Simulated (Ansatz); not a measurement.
CH5FGe, SMILES [CH3][GeH2][F]: a ladder of basis sets, run with Ansatz 0.2.0 through its Python package.

The script, `run_basis.py`:
```python
'''Basis-set convergence for CH5FGe.'''

import ansatz as az

GEOMETRY = '''
C    -0.61593    0.80256   -0.34624
Ge    0.44664   -0.76685    0.16760
F     1.41382   -0.22279    1.52236
H    -1.26101    0.59211   -1.19367
H     0.04761    1.62364   -0.60876
H    -1.23415    1.11691    0.49187
H     1.50523   -1.21964   -0.80223
H    -0.30222   -1.92594    0.76907
'''


def main() -> None:
    molecule = az.Crystal.molecule()
    for line in GEOMETRY.strip().splitlines():
        symbol, *xyz = line.split()
        molecule = molecule.atom(symbol, [float(v) for v in xyz])

    model = molecule.calculation().functional('hf')

    energies = {}
    for basis in ['def2-SVP', 'def2-SVPD', 'def2-TZVP', 'def2-TZVPP']:
        rep = model.basis(gaussian=basis).run(threads=1).report
        size = rep['n_frozen'] + rep['n_occupied'][0] + rep['n_virtual'][0]
        energies[basis] = (rep['reference_energy_ev'] / 27.211386246, rep['free_energy_ev'] / 27.211386246)
        print(f'{basis:14s} {size:4d} orbitals  reference {energies[basis][0]:14.6f} Ha  total {energies[basis][1]:14.6f} Ha')

    last = energies['def2-TZVPP'][1]
    for basis, (_, total) in energies.items():
        print(f'{basis:14s} lies {27.211386 * (total - last):9.4f} eV above def2-TZVPP')


if __name__ == '__main__':
    main()
```

How far does the total energy move along this ladder of basis sets?

Against def2-SVP: def2-SVPD -11.9 mHa, def2-TZVP -438.7 mHa and def2-TZVPP -440.3 mHa. The last step alone is -1.54 mHa (these two sets differ little on atoms other than hydrogen). From the first set to the last the time grows from 0.7 to 1.5 s.

The output:

```console
$ python run_basis.py
def2-SVP         85 orbitals  reference   -2215.245852 Ha  total   -2215.245852 Ha
def2-SVPD       121 orbitals  reference   -2215.257708 Ha  total   -2215.257708 Ha
def2-TZVP       140 orbitals  reference   -2215.684571 Ha  total   -2215.684571 Ha
def2-TZVPP      180 orbitals  reference   -2215.686110 Ha  total   -2215.686110 Ha
def2-SVP       lies   11.9800 eV above def2-TZVPP
def2-SVPD      lies   11.6574 eV above def2-TZVPP
def2-TZVP      lies    0.0419 eV above def2-TZVPP
def2-TZVPP     lies    0.0000 eV above def2-TZVPP
```

The drop along the ladder measures the basis error, and is no property of the molecule. The geometry is a force-field or estimated start, not a minimum of this method, and the last set is no limit. Much of the fall in a total is atomic energy, which cancels in bond and reaction energies. Wall time of the script: 4.4 s on 1 thread of Arm Neoverse V2, on a shared host, peak memory 0.34 GiB.

(Lines on the test bed's own set-up are left out of the output.)
